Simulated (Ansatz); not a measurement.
# ZrB: the cost of one run

Computed with Ansatz 0.2.0, driven from Python. Level of theory: DFT PBE, plane waves, PAW.

### Step 1. The system

ZrB Pm-3m: Symmetry: Pm-3m, No. 221, cubic system. Conventional cell: a = 3.020 Å, b = 3.020 Å, c = 3.020 Å, α = 90.00°, β = 90.00°, γ = 90.00°. Zr (site symmetry m-3m) has 8 B at 2.62 Å as nearest neighbours. B (site symmetry m-3m) is surrounded by 8 Zr at 2.62 Å.

ZrB P4/mmm: Symmetry: P4/mmm, No. 123, tetragonal system. Conventional cell: a = 2.800 Å, b = 2.800 Å, c = 3.780 Å, α = 90.00°, β = 90.00°, γ = 90.00°. Zr (site symmetry 4/mmm) is surrounded by 8 B at 2.74 Å and 4 Zr at 2.80 Å. B (site symmetry 4/mmm) has 8 Zr at 2.74 Å and 4 B at 2.80 Å as nearest neighbours.

ZrB P6_3mc: Symmetry: P6_3mc, No. 186, hexagonal system. Conventional cell: a = 3.710 Å, b = 3.710 Å, c = 6.058 Å, α = 90.00°, β = 90.00°, γ = 120.00°. Zr (site symmetry 3m) has 4 B at 2.27 Å as nearest neighbours. Around B (site symmetry 3m) lie 4 Zr at 2.27 Å.

No structure file is read: the coordinates are typed or built in the script.

### Step 2. The script

The input, prototypes_zrb.py:

```python
"""ZrB on common prototypes, each relaxed."""

import ansatz as az
import numpy as np


def cscl(a_site, b_site, a):
    return (
        az.Lattice.cubic(a)
        .space_group(221)
        .atom(a_site, (0, 0, 0))
        .atom(b_site, (0.5, 0.5, 0.5))
    )


def cuau(A, B, a):
    return (
        az.Lattice.from_parameters(a, a, 1.35 * a, alpha=90, beta=90, gamma=90)
        .space_group(123)
        .atom(A, (0, 0, 0))
        .atom(B, (0.5, 0.5, 0.5))
    )


def wurtzite(a_site, b_site, a):
    return (
        az.Lattice.from_parameters(a, a, 1.633 * a, alpha=90, beta=90, gamma=120)
        .space_group(186)
        .atom(a_site, (1 / 3, 2 / 3, 0))
        .atom(b_site, (1 / 3, 2 / 3, 0.375))
    )


def ground_state(name, crystal):
    calc = (
        crystal.calculation()
        .functional("pbe")
        .basis(510)
        .kpoints(spacing=0.14)
        .occupations("fermi_dirac", width=0.05)
        .stress()
        .band_table()  # levels at the mesh points
    )
    calc = calc.relax(force_tolerance=0.03, max_steps=60, cell=True)
    return calc.run()


def pressure_gpa(outcome):
    return float(np.trace(outcome.report["stress_gpa"]) / 3)


def volume_per_atom(outcome):
    return abs(np.linalg.det(outcome.lattice.cell_ang)) / len(outcome.lattice.sites)

# a is a first guess in angstrom
phases = {}
phases["CsCl"] = cscl("Zr", "B", 3.02)
phases["CuAu"] = cuau("Zr", "B", 2.8)
phases["wurtzite"] = wurtzite("Zr", "B", 3.71)

done = {}
for name, crystal in phases.items():
    try:
        done[name] = ground_state(name, crystal)
    except az.NonConvergedError as error:
        print(name, "did not converge:", str(error)[:120])

energy = {name: o.report["energy_sigma0_ev"] / len(o.lattice.sites) for name, o in done.items()}
lowest = min(energy.values())
rows = [(name, len(o.lattice.sites), 1000 * (energy[name] - lowest), pressure_gpa(o), volume_per_atom(o)) for name, o in done.items()]
rows.sort(key=lambda row: row[2])
print("     phase       atoms  dE (meV/atom)     P (GPa)  V (A^3/atom)")
for row in rows:
    print(f"{str(row[0]):>10}  {row[1]:10d}  {row[2]:13.1f}  {row[3]:10.2f}  {row[4]:12.3f}")
print("lowest in energy:", rows[0][0])
```

### Step 3. The input behind the calls

The engine receives this input (first run):

```yaml
crystal:
  lattice:
    bravais: cubic
    a: 3.02
  space_group: 221
  atoms:
    - { symbol: Zr, position: [0.0, 0.0, 0.0] }
    - { symbol: B, position: [0.5, 0.5, 0.5] }
basis:
  ecutwfc: 510.0
kpoints:
  mp_grid:
    kspacing: 0.14
hamiltonian:
  xc: pbe
scf:
  occupations:
    method: fermi_dirac
    width: 0.05
relax:
  f_tol: 0.03
  max_steps: 60
  cell: {}
output:
  stress: true
  eigenvalues: true
```

### Step 4. Launch

Launch:

```
> python prototypes_zrb.py
```

**Question.** How long does this script take on 1 thread of Arm Neoverse V2, shared host, and how much memory does it need?

About 4.2 min, with a peak of 0.66 GiB.
